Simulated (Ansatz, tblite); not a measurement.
**The cluster Cs4F3: rung by rung**

How do method and basis change the picture of the cluster Cs4F3 (doublet)?

Program: Ansatz 0.2.0, Gaussian basis. Level of theory: as each input shows. These are calculated values, not measurements.

Levels to be run: GFN1-xTB, GFN2-xTB, PBE-D4/def2-TZVP, r2SCAN-D4/def2-TZVP, HSE06-D4/def2-TZVP, BLYP-D4/def2-TZVP, ωB97X-V/def2-TZVP, PBE-D4/def2-SVP, PBE0-D4/def2-SVP, CCSD(T)/def2-SVP, MP2/def2-TZVP.

5 further runs of the same task are left out: 5 set aside as unsound or not needed. Runs told in other sessions of the task aren't counted.

**1. The structure**

The geometry is that of the doublet, from an earlier relaxation (PBE-D4/def2-SVP). At that level it is the lowest of the isomers that a small search found.

7 atoms, charge 0, spin multiplicity 2.

Bond lengths: Cs1–F6 2.731 Å, Cs1–F7 2.730 Å, Cs2–F5 2.769 Å, Cs2–F6 2.777 Å, Cs2–F7 2.775 Å, Cs3–F5 2.733 Å, Cs3–F7 2.735 Å, Cs4–F5 2.735 Å, Cs4–F6 2.732 Å. Angles: F6–Cs1–F7 78.7°, F5–Cs2–F6 77.6°, F5–Cs2–F7 77.4°, F6–Cs2–F7 77.2°, F5–Cs3–F7 78.7°, F5–Cs4–F6 78.9°, Cs2–F5–Cs3 99.1°, Cs2–F5–Cs4 98.8°, Cs3–F5–Cs4 113.8°, Cs1–F6–Cs2 99.0°, Cs1–F6–Cs4 114.4°, Cs2–F6–Cs4 98.7°, Cs1–F7–Cs2 99.1°, Cs1–F7–Cs3 114.4°, Cs2–F7–Cs3 98.9°.

Cs takes a core potential in the def2 sets. No spin-orbit coupling is included.

PBE0-D4/def2-TZVP was run before; its log isn't repeated, and its numbers join the tables.

**2. GFN1-xTB**

Tight binding, by tblite at 300 K electronic temperature and without a spin-polarisation term:

```python
tblite.interface.Calculator('GFN1-xTB', numbers, positions, charge=0, uhf=1).singlepoint()
```

Energy -456.9622 eV; 0.004 s.

**3. GFN2-xTB**

Tight binding, by tblite at 300 K electronic temperature and without a spin-polarisation term:

```python
tblite.interface.Calculator('GFN2-xTB', numbers, positions, charge=0, uhf=1).singlepoint()
```

Energy -412.1923 eV; 0.004 s.

**4. PBE-D4/def2-TZVP**

start.molden holds the orbitals of an earlier run on this state, given as this run's starting guess.

in.yaml reads:

```yaml
crystal:
  periodic: [false, false, false]
  atoms:
    - {symbol: Cs, position_ang: [-0.925518, 2.383171, -1.252028]}
    - {symbol: Cs, position_ang: [-1.671500, -1.129803, 0.905294]}
    - {symbol: Cs, position_ang: [1.344342, -1.546187, -1.970874]}
    - {symbol: Cs, position_ang: [1.914980, 0.739061, 1.959425]}
    - {symbol: F, position_ang: [1.059426, -1.558739, 0.747299]}
    - {symbol: F, position_ang: [-0.643975, 1.421817, 1.288827]}
    - {symbol: F, position_ang: [-1.077755, -0.309310, -1.677942]}
basis:
  gaussian: {orbitals: def2-TZVP, initial_orbitals: start.molden}
magnetization: {spin_polarized: true, initial_magnetization: 1}
hamiltonian: {xc: pbe, dispersion: d4}
scf: {omitted_lower_state_checks: [starts]}
output: {forces: true, orbitals: {seedname: orbitals}}
```

Launch:

```console
$ ansatz run in.yaml --threads 4 --pin off --events-out ev --progress --plain --max-ram 4787MiB
```

Further steps of the session: r2SCAN-D4/def2-TZVP; HSE06-D4/def2-TZVP; BLYP-D4/def2-TZVP; ωB97X-V/def2-TZVP; PBE-D4/def2-SVP; PBE0-D4/def2-SVP; CCSD(T)/def2-SVP; MP2/def2-TZVP.

**Question.** What will the summary of the whole plan be? Wanted: gap in def2-TZVP, named functionals, smallest and largest; correlation energy, CCSD(T)/def2-SVP; correlation energy, MP2/def2-TZVP; binding an atom, CCSD(T)/def2-SVP; ⟨S²⟩ in def2-TZVP, named functionals, smallest and largest; PBE0 total energy, smallest basis above largest.

**Answer**, as computed:

| quantity | value |
| --- | --- |
| gap in def2-TZVP, named functionals, smallest and largest | 0.28 eV (BLYP-D4), 2.99 eV (ωB97X-V) |
| correlation energy, CCSD(T)/def2-SVP | -21.80 eV |
| correlation energy, MP2/def2-TZVP | -33.74 eV |
| binding an atom, CCSD(T)/def2-SVP | 2.577 eV |
| ⟨S²⟩ in def2-TZVP, named functionals, smallest and largest | 0.750, 0.750 |
| PBE0 total energy, smallest basis above largest | 10.45 eV (def2-SVP, def2-TZVP) |

What this shows: Orbital gaps of the named functionals in def2-TZVP span 0.28 eV (BLYP-D4) to 2.99 eV (ωB97X-V); exact exchange widens it. The functionals in def2-TZVP miss CCSD(T)/def2-SVP by +0.166 (HSE06-D4) to +0.299 eV (PBE-D4) an atom. The yardstick is in a double-zeta basis, so levels in larger sets aren't compared like for like. The reference is CCSD(T) in one finite basis, so it carries an error of its own, often a tenth of an eV or more, and near misses can't be ranked.
